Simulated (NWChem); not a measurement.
**One shape, several levels: CHBrClF (SMILES FC(Cl)Br)**

Aim: a comparison of 6 runs (BLYP/def2-SVPD, PBE/def2-SVPD, SVWN5/def2-SVPD, TPSS/def2-SVPD, r2SCAN/def2-SVPD, revPBE/def2-SVPD) of CHBrClF. 

The calculation is run with NWChem 7.3.0.

**1. The molecule**

CHBrClF: 5 atoms, total charge 0, spin state singlet. SMILES: `FC(Cl)Br`. Geometry: relaxed at PBE0-D4/def2-TZVP.

Bond lengths: F1–C2 1.339 Å, C2–Cl3 1.753 Å, C2–Br4 1.934 Å, C2–H5 1.087 Å. Angles: F1–C2–Cl3 109.8°, F1–C2–Br4 109.3°, Cl3–C2–Br4 111.8°, F1–C2–H5 109.9°, Cl3–C2–H5 108.8°, Br4–C2–H5 107.2°.

**2. Energy and forces at BLYP/def2-SVPD (run 1)**

m1.nw reads:

```
START m1
memory total 2200 mb

GEOMETRY units angstroms noautosym nocenter noautoz
F       -0.468900       0.166900       1.292700
C        0.049600       0.103800       0.059700
Cl       1.396100      -1.018300       0.038800
Br      -1.333700      -0.411000      -1.190000
H        0.406800       1.084900      -0.242500
END

BASIS spherical bse
* library def2-SVPD
END

DFT
xc becke88 lyp
mult 1
grid fine
convergence energy 1e-08
iterations 100
mulliken
END

TASK dft gradient
```

Command:

```console
$ nwchem m1.nw > m1.out
```

Output:

```text
[...]
          Wavefunction type:  closed shell.
          No. of atoms     :     5
          No. of electrons :    68
[...]
          Charge           :     0
          Spin multiplicity:     1
[...]
          AO basis - number of functions:   119
[...]
              XC Information
              --------------
                    Becke 1988 Exchange Functional  1.000
              Lee-Yang-Parr Correlation Functional  1.000
[...]
 d= 0,ls=0.0,diis     1  -3172.1774869044 -3.50D+03  2.22D-02  1.56D+00     1.9
[...]
 d= 0,ls=0.0,diis    10  -3172.3473215975 -7.26D-09  5.70D-07  5.44D-09    14.4
         Total DFT energy =    -3172.347321597536
      One electron energy =    -5050.484005918076
           Coulomb energy =     1690.803987512239
    Exchange-Corr. energy =     -135.744836086737
 Nuclear repulsion energy =      323.077532895038
[...]
  wavefunction    = closed shell
                         DFT ENERGY GRADIENTS
    atom               coordinates                        gradient
                 x          y          z           x          y          z
   1 F      -0.886093   0.315395   2.442849    0.008585  -0.002264  -0.021059
   2 C       0.093730   0.196154   0.112817   -0.000800  -0.004814   0.006199
   3 Cl      2.638246  -1.924308   0.073321   -0.018311   0.013169  -0.000261
   4 Br     -2.520328  -0.776677  -2.248774    0.014153   0.003726   0.012405
   5 H       0.768741   2.050164  -0.458259   -0.003627  -0.009818   0.002717
[...]
```

Wall time 26 s (1 thread of AMD EPYC 9R45 (Zen 5), shared host); peak memory 0.13 GiB.

**3. Energy and gradient at PBE/def2-SVPD (run 2)**

run.py reads:

```python
from ase import Atoms
from ase.calculators.nwchem import NWChem

atoms = Atoms(['F', 'C', 'Cl', 'Br', 'H'], positions=[
    [-0.468900, 0.166900, 1.292700],
    [0.049600, 0.103800, 0.059700],
    [1.396100, -1.018300, 0.038800],
    [-1.333700, -0.411000, -1.190000],
    [0.406800, 1.084900, -0.242500],
])

calc = NWChem(
    label='sp',
    theory='dft',
    memory='2200 mb',
    basis='def2-SVPD',
    basispar='spherical bse',
    dft={'xc': 'xpbe96 cpbe96', 'mult': '1', 'grid': 'fine', 'convergence': 'energy 1e-08', 'iterations': '100', 'mulliken': None},
)
atoms.calc = calc

forces = atoms.get_forces()
print("Total energy (eV):", round(atoms.get_potential_energy(), 6))
print("forces (eV/A):")
for s, f in zip(atoms.symbols, forces):
    print(f"{s:2s} {f[0]:10.5f} {f[1]:10.5f} {f[2]:10.5f}")
print("dipole (e A):", atoms.get_dipole_moment().round(4))
```

Command:

```console
$ export ASE_NWCHEM_COMMAND="nwchem PREFIX.nwi > PREFIX.nwo"
$ python run.py
```

Output:

```text
Total energy (eV): -86304.651324
forces (eV/A):
F    -0.28801    0.06412    0.69363
C    -0.08695   -0.11801   -0.16033
Cl    0.55654   -0.40767   -0.00103
Br   -0.39559   -0.10819   -0.35286
H     0.21407    0.56976   -0.17941
dipole (e A): [ 0.0887  0.1969 -0.0918]
```

The calculator wrote sp.nwi:

```
title "sp"

permanent_dir sp

scratch_dir sp

start sp

geometry units angstrom nocenter noautosym noautoz
  F  -4.6889999999999998e-01 1.6689999999999999e-01 1.2927000000000000e+00
  C  4.9599999999999998e-02 1.0380000000000000e-01 5.9700000000000003e-02
  Cl 1.3960999999999999e+00 -1.0183000000000000e+00 3.8800000000000001e-02
  Br -1.3337000000000001e+00 -4.1099999999999998e-01 -1.1899999999999999e+00
  H  4.0679999999999999e-01 1.0849000000000000e+00 -2.4249999999999999e-01
end

memory 2200 mb

basis spherical bse noprint
   * library def2-SVPD
end

dft
  xc xpbe96 cpbe96
  mult 1
  grid fine
  convergence energy 1e-08
  iterations 100
  mulliken
end

task dft gradient
```

sp.nwo:

```text
Northwest Computational Chemistry Package (NWChem) 7.3.0
             --------------------------------------------------------

           Job information
           ---------------

    nwchem branch   = 7.3.0
    use scalapack   = T
    input           = sp.nwi
    prefix          = sp.
    data base       = sp/sp.db
    status          = startup
    nproc           =        1

           Memory information
           ------------------

[... 5 lines left out ...]
    hardfail = no
[... 103 lines left out ...]
  convergence criterion.
[... 41 lines left out ...]
          Spatial weights used:  Erf1
[... 32 lines left out ...]
 1-e energy   =   -5050.822645
[... 43 lines left out ...]
           Coulomb energy =     1690.939438699232
[... 912 lines left out ...]
          Convergence on density requested:  1.00D-05
[... 27 lines left out ...]
          total energy or number of iterations.
[... 36 lines left out ...]
                 ----------------------------------------
                 |  Time  |  1-e(secs)   |  2-e(secs)   |
                 ----------------------------------------
                 |  CPU   |       0.01   |      10.76   |
                 ----------------------------------------
                 |  WALL  |       0.01   |      10.76   |
                 ----------------------------------------

 Task  times  cpu:       25.9s     wall:       25.9s
 Total times  cpu:       25.9s     wall:       25.9s
```

Wall time 27 s (1 thread of AMD EPYC 9R45 (Zen 5), shared host); peak memory 0.13 GiB.

Runs 3 to 5 aren't shown in full; the table further down has their settings and results.

**4. Energy and gradient at revPBE/def2-SVPD (run 6)**

run.py reads:

```python
from ase import Atoms
from ase.calculators.nwchem import NWChem

molecule = Atoms(['F', 'C', 'Cl', 'Br', 'H'], positions=[
    [-0.468900, 0.166900, 1.292700],
    [0.049600, 0.103800, 0.059700],
    [1.396100, -1.018300, 0.038800],
    [-1.333700, -0.411000, -1.190000],
    [0.406800, 1.084900, -0.242500],
])

calc = NWChem(
    label='job',
    theory='dft',
    memory='2200 mb',
    basis='def2-SVPD',
    basispar='spherical bse',
    dft={'xc': 'revpbe cpbe96', 'mult': '1', 'grid': 'fine', 'convergence': 'energy 1e-08', 'iterations': '100', 'mulliken': None},
)
molecule.calc = calc

forces = molecule.get_forces()
print(f"energy = {molecule.get_potential_energy():.6f} eV")
print("forces (eV/A):")
for s, f in zip(molecule.symbols, forces):
    print(f"{s:2s} {f[0]:10.5f} {f[1]:10.5f} {f[2]:10.5f}")
print("dipole (e A):", molecule.get_dipole_moment().round(4))
```

Command:

```console
$ export ASE_NWCHEM_COMMAND="nwchem PREFIX.nwi > PREFIX.nwo"
$ python run.py
```

Output:

```text
energy = -86314.586464 eV
forces (eV/A):
F    -0.38006    0.09935    0.92735
C    -0.03162   -0.01923   -0.25927
Cl    0.72428   -0.52013   -0.00504
Br   -0.53186   -0.14187   -0.48208
H     0.21926    0.58194   -0.18095
dipole (e A): [ 0.086   0.1979 -0.0881]
```

The calculator wrote job.nwi:

```
title "job"

permanent_dir job

scratch_dir job

start job

geometry units angstrom nocenter noautosym noautoz
  F  -4.6889999999999998e-01 1.6689999999999999e-01 1.2927000000000000e+00
  C  4.9599999999999998e-02 1.0380000000000000e-01 5.9700000000000003e-02
  Cl 1.3960999999999999e+00 -1.0183000000000000e+00 3.8800000000000001e-02
  Br -1.3337000000000001e+00 -4.1099999999999998e-01 -1.1899999999999999e+00
  H  4.0679999999999999e-01 1.0849000000000000e+00 -2.4249999999999999e-01
end

memory 2200 mb

basis spherical bse noprint
   * library def2-SVPD
end

dft
  xc revpbe cpbe96
  mult 1
  grid fine
  convergence energy 1e-08
  iterations 100
  mulliken
end

task dft gradient
```

job.nwo:

```text
Northwest Computational Chemistry Package (NWChem) 7.3.0
             --------------------------------------------------------

           Job information
           ---------------

    nwchem branch   = 7.3.0
    use scalapack   = T
    input           = job.nwi
    prefix          = job.
    data base       = job/job.db
    status          = startup
    nproc           =        1

           Memory information
           ------------------

[... 5 lines left out ...]
    hardfail = no
[... 103 lines left out ...]
  convergence criterion.
[... 41 lines left out ...]
          Spatial weights used:  Erf1
[... 32 lines left out ...]
 1-e energy   =   -5050.822645
[... 43 lines left out ...]
           Coulomb energy =     1691.053396074872
[... 910 lines left out ...]
          Convergence on density requested:  1.00D-05
[... 27 lines left out ...]
          total energy or number of iterations.
[... 36 lines left out ...]
                 ----------------------------------------
                 |  Time  |  1-e(secs)   |  2-e(secs)   |
                 ----------------------------------------
                 |  CPU   |       0.01   |      10.46   |
                 ----------------------------------------
                 |  WALL  |       0.01   |      10.46   |
                 ----------------------------------------

 Task  times  cpu:       25.5s     wall:       25.5s
 Total times  cpu:       25.6s     wall:       25.6s
```

Wall time 26 s (1 thread of AMD EPYC 9R45 (Zen 5), shared host); peak memory 0.13 GiB.

**5. The series**

| run | level | energy (Eh) | dipole moment (D) | HOMO energy (eV) | LUMO energy (eV) | wall time |
| --- | --- | --- | --- | --- | --- | --- |
| 1 | BLYP/def2-SVPD | -3172.347322 | 1.14 | -7.20 | -2.05 | 26 s |
| 2 | PBE/def2-SVPD | -3171.637463 | 1.13 | -7.37 | -2.13 | 27 s |
| 3 | SVWN5/def2-SVPD | -3166.345109 | 1.16 | -7.51 | -2.31 | 24 s |
| 4 | TPSS/def2-SVPD | -3172.295822 | 1.16 | -7.50 | -2.03 | 29 s |
| 5 | r2SCAN/def2-SVPD | -3172.246799 | 1.18 | -7.71 | -1.93 | 29 s |
| 6 | revPBE/def2-SVPD | -3172.002572 | 1.12 | -7.33 | -2.07 | 26 s |

**6. Summary of results**

```
                       quantity           value
            run 6: total energy  -3172.00257 Eh
           run 6: dipole moment          1.12 D
             run 6: HOMO energy        -7.33 eV
             run 6: LUMO energy        -2.07 eV
           run 6: HOMO–LUMO gap         5.26 eV
run 6: largest force on an atom      1.007 eV/Å
```

What this shows: The dipole moment (its size) runs from 1.12 D (revPBE/def2-SVPD) to 1.18 D (r2SCAN/def2-SVPD). The HOMO–LUMO gap runs from 5.15 eV (BLYP/def2-SVPD) to 5.78 eV (r2SCAN/def2-SVPD). Totals of different functionals can't be ranked against each other. All runs together took 2.7 min, the longest 29 s.
